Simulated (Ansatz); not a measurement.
# C2H8GeSe: basis-set convergence

An exercise on one series of results from a longer session: the logs are not shown, and one member is left open.

Method: one geometry, several basis sets; program: Ansatz 0.2.0, Gaussian basis.

The runs, in order: PBE0-D4/def2-SVP; ωB97M-V/def2-SVP; PBE0-D4/def2-QZVPP; ωB97M-V/def2-QZVPP; the functionals' def2-TZVPP values are taken from earlier runs.

**Structure used throughout**

The geometry comes from an earlier relaxation with PBE0-D4 in a triple-zeta def2 set; it is a stationary point, not always the lowest conformer.

SMILES `[CH3][GeH2][Se]C`, 12 atoms, charge 0, spin multiplicity 1.

Atoms are counted from 1 here; the program's logs count them from 0.

Bond lengths: C1–Ge2 1.952 Å, C1–H5 1.091 Å, C1–H6 1.092 Å, C1–H7 1.090 Å, Ge2–Se3 2.351 Å, Ge2–H8 1.543 Å, Ge2–H9 1.538 Å, Se3–C4 1.957 Å, C4–H10 1.089 Å, C4–H11 1.089 Å, C4–H12 1.088 Å. Angles: Ge2–C1–H5 110.3°, Ge2–C1–H6 110.1°, Ge2–C1–H7 109.8°, H5–C1–H6 108.6°, H5–C1–H7 108.9°, H6–C1–H7 109.2°, C1–Ge2–Se3 111.3°, C1–Ge2–H8 110.1°, C1–Ge2–H9 111.3°, Se3–Ge2–H8 108.5°, Se3–Ge2–H9 105.5°, H8–Ge2–H9 110.0°, Ge2–Se3–C4 96.8°, Se3–C4–H10 106.4°, Se3–C4–H11 110.3°, Se3–C4–H12 110.8°, H10–C4–H11 109.4°, H10–C4–H12 109.3° and more.

Set-up of the first run:

in.yaml

```yaml
crystal:
  periodic: [false, false, false]
  atoms:
    - {symbol: C, position_ang: [-1.376636, 1.214166, 0.152272]}
    - {symbol: Ge, position_ang: [-0.281946, 0.060916, 1.284693]}
    - {symbol: Se, position_ang: [1.908994, -0.122500, 0.450894]}
    - {symbol: C, position_ang: [1.451584, -1.068935, -1.199424]}
    - {symbol: H, position_ang: [-1.443716, 0.802102, -0.855380]}
    - {symbol: H, position_ang: [-2.385003, 1.294407, 0.562844]}
    - {symbol: H, position_ang: [-0.931800, 2.207879, 0.097635]}
    - {symbol: H, position_ang: [-0.898929, -1.351848, 1.355928]}
    - {symbol: H, position_ang: [-0.136324, 0.642523, 2.701085]}
    - {symbol: H, position_ang: [2.393630, -1.292416, -1.697452]}
    - {symbol: H, position_ang: [0.934512, -1.999429, -0.971101]}
    - {symbol: H, position_ang: [0.842635, -0.441965, -1.847893]}
basis:
  gaussian: {orbitals: def2-SVP}
hamiltonian: {xc: pbe0, dispersion: d4}
output: {orbitals: {seedname: orbitals}}
```

Started as:

```console
$ ansatz run in.yaml --threads 2 --pin off --events-out ev --progress --plain --max-ram 20480MiB --backend cpu
```

Steps of the session up to this table: PBE0-D4 in def2-SVP; ωB97M-V in def2-SVP; PBE0-D4 in def2-QZVPP; ωB97M-V in def2-QZVPP.

One table of the session follows, with a row left open; its other results are not shown here.

```
functional       basis  HOMO (eV)  LUMO (eV)
   PBE0-D4    def2-SVP      -6.22       0.44
   PBE0-D4  def2-TZVPP          ?          ?
   PBE0-D4  def2-QZVPP      -6.35      -0.03
   ωB97M-V    def2-SVP      -8.37       2.37
   ωB97M-V  def2-TZVPP      -8.50       1.88
   ωB97M-V  def2-QZVPP      -8.51       1.49
```

Q: Estimate the row for PBE0-D4, def2-TZVPP from the others.

The run gave: HOMO (eV): -6.33; LUMO (eV): 0.11. In the column «HOMO (eV)» it lies between PBE0-D4, def2-QZVPP (-6.35) and PBE0-D4, def2-SVP (-6.22).
